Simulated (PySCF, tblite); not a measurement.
**C5H11GeNSi: geometry, infrared bands and NMR shifts**

Aim: predict the infrared bands and NMR shifts of C5H11GeNSi (`C[SiH2][GeH2]/[CH]=C/CC#N`).

Computed with tblite 0.8.0 and PySCF 2.14.0, with density-fitted response routines of our own, on a single molecule in the gas phase. Atoms count from 0, in the outputs and in this text.

### Step 1. The starting structure

19 atoms, charge 0, multiplicity 1; geometry from: force field or distance geometry start.

Bonds of the start (Å): C0–Si1 1.85, Si1–Ge2 2.31, Ge2–C3 1.92, C3–C4 1.33, C4–C5 1.50, C5–C6 1.46, C6–N7 1.16, C0–H8 1.11, C0–H9 1.12, C0–H10 1.10, Si1–H11 1.48, Si1–H12 1.46, Ge2–H13 1.54, Ge2–H14 1.56, C3–H15 1.11, C4–H16 1.09, C5–H17 1.11, C5–H18 1.12.

### Step 2. Optimising the geometry with GFN2-xTB

The job: settings as JSON, then the geometry in Å.

```
{"job": {"kind": "relax", "xc": "GFN2-xTB", "basis": "xTB"}, "charge": 0, "multiplicity": 1}
C      1.359700    -0.358400    -1.913500
Si     2.355500     0.316900    -0.501900
Ge     1.023800     1.588300     0.891000
C     -0.498800     0.557600     1.447700
C     -1.412300     0.133500     0.577800
C     -2.608900    -0.673700     0.988000
C     -2.190600    -2.014600     1.403500
N     -1.859300    -3.073700     1.740200
H      0.873800     0.482700    -2.450000
H      0.567900    -1.043000    -1.517800
H      2.011500    -0.911200    -2.609600
H      2.918400    -0.812200     0.276600
H      3.446800     1.148000    -1.005700
H      1.838200     2.028800     2.125400
H      0.515900     2.853200     0.123200
H     -0.602800     0.311400     2.522500
H     -1.308900     0.413100    -0.472400
H     -3.306300    -0.771800     0.135000
H     -3.133400    -0.165600     1.833000
```

The run is started by

```
$ OMP_NUM_THREADS=1 python probes_run.py task.json out
```

One launch serves the whole session: the jobs run in the order shown.

**Question.** This job is followed by: GFN2-xTB harmonic vibrations, gas phase; GIAO PBE0/pcSseg-1 NMR shielding, non-relativistic, gas phase. What will the session give for the following? strongest single infrared mode (GFN2-xTB); zero-point energy (GFN2-xTB); ¹³C shifts against TMS (PBE0/pcSseg-1); ¹H shifts against TMS (PBE0/pcSseg-1, means over atoms taken as alike); ²⁹Si shifts against TMS (PBE0/pcSseg-1); ⁷³Ge shifts against GeMe4 (PBE0/pcSseg-1); ¹⁵N shifts against NH3 (PBE0/pcSseg-1).

The runs gave:

| quantity | value |
| --- | --- |
| strongest single infrared mode (GFN2-xTB) | 1954 cm⁻¹, 547 km/mol |
| zero-point energy (GFN2-xTB) | 84.5 kcal/mol |
| ¹³C shifts against TMS (PBE0/pcSseg-1) | 145.7, 139.4, 121.5, 26.5, -9.6 ppm |
| ¹H shifts against TMS (PBE0/pcSseg-1, means over atoms taken as alike) | 6.29, 6.27, 4.07, 3.99, 3.01, 0.38 ppm |
| ²⁹Si shifts against TMS (PBE0/pcSseg-1) | -73.4 ppm |
| ⁷³Ge shifts against GeMe4 (PBE0/pcSseg-1) | -245 ppm |
| ¹⁵N shifts against NH3 (PBE0/pcSseg-1) | 301.8 ppm |

**Reading.** Over 216 steps the energy fell by 0.325 eV; of the close pairs, Ge2–H14 changed most, 1.564 to 1.511 Å. All 51 modes are real, so the xTB geometry is a minimum. The strongest single mode, at 1954 cm⁻¹, moves mainly H14 and H13. GFN2-xTB is a fitted tight-binding method: band positions and strengths are rough. Its intensities can rank the bands wrongly. At PBE0/pcSseg-1: The widest tensor belongs to N7: span 493 ppm, with a paramagnetic part of -375 ppm. Spin-orbit coupling is left out, which matters for shieldings and couplings at and beside the heavy atoms.
